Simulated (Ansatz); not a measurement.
# BrFH2Si, SMILES F[SiH2]Br: the interaction energy of a dimer with the counterpoise correction

With Ansatz 0.2.0, Python API.

Notebook, run cell by cell (the value of a cell's last expression is shown):

```python
import ansatz as az
```

```python
BASIS_SET = 'def2-SVP'
METHOD = 'MP2'
```

```python
FIRST = [
    ('F', (-0.3088, -0.2502, 1.5966)),
    ('Si', (0.0777, -0.085, 0.0471)),
    ('Br', (-1.3242, 1.3094, -1.0029)),
    ('H', (0.0845, -1.4094, -0.5961)),
    ('H', (1.4707, 0.435, -0.0446)),
]
SECOND = [
    ('F', (4.9301, 2.8918, 0.5054)),
    ('Si', (3.4078, 2.382, 0.5275)),
    ('Br', (3.2225, 0.3991, 1.5502)),
    ('H', (2.8981, 2.3136, -0.8521)),
    ('H', (2.5754, 3.3951, 1.2344)),
]
```

```python
def energy(atoms, ghosts=()):
    molecule = az.Crystal.molecule()
    for symbol, xyz in atoms:
        molecule = molecule.atom(symbol, xyz)
    calc = (
        molecule.calculation()
        .basis(gaussian=BASIS_SET)
        .correlation(METHOD)
    )
    deck = calc.input()
    if ghosts:
        deck = deck.set(az.key.basis.gaussian.ghost_atoms, [{'symbol': s, 'position_ang': list(xyz)} for s, xyz in ghosts])
    return az.Session.from_dict(deck).plan().execute().report['free_energy_ev']
```

```python
both = energy(FIRST + SECOND)
alone = energy(FIRST) + energy(SECOND)
ghosted = energy(FIRST, SECOND) + energy(SECOND, FIRST)
print(f'dimer {both:.6f} eV')
print(f'interaction, uncorrected   {(both - alone):8.3f} eV')
print(f'interaction, counterpoise  {(both - ghosted):8.3f} eV')
print(f'basis-set superposition    {(alone - ghosted):8.3f} eV')
```

    dimer -161204.225354 eV
    interaction, uncorrected      0.309 eV
    interaction, counterpoise     0.409 eV
    basis-set superposition       0.101 eV

Uncorrected it is 0.309 eV, with the counterpoise correction 0.409 eV; the difference, 0.100 eV, is the superposition error. In this basis both values are repulsive.

Notes:
- Total energies depend on the basis set; only differences at equal settings carry meaning.
- The dimer is a generated trial pose of unrelaxed monomers, not a minimum, so the figure is no binding energy, and the basis set is small.
- Run time: 27 s on 1 thread of Arm Neoverse N1, on a shared host, peak memory 0.45 GiB.
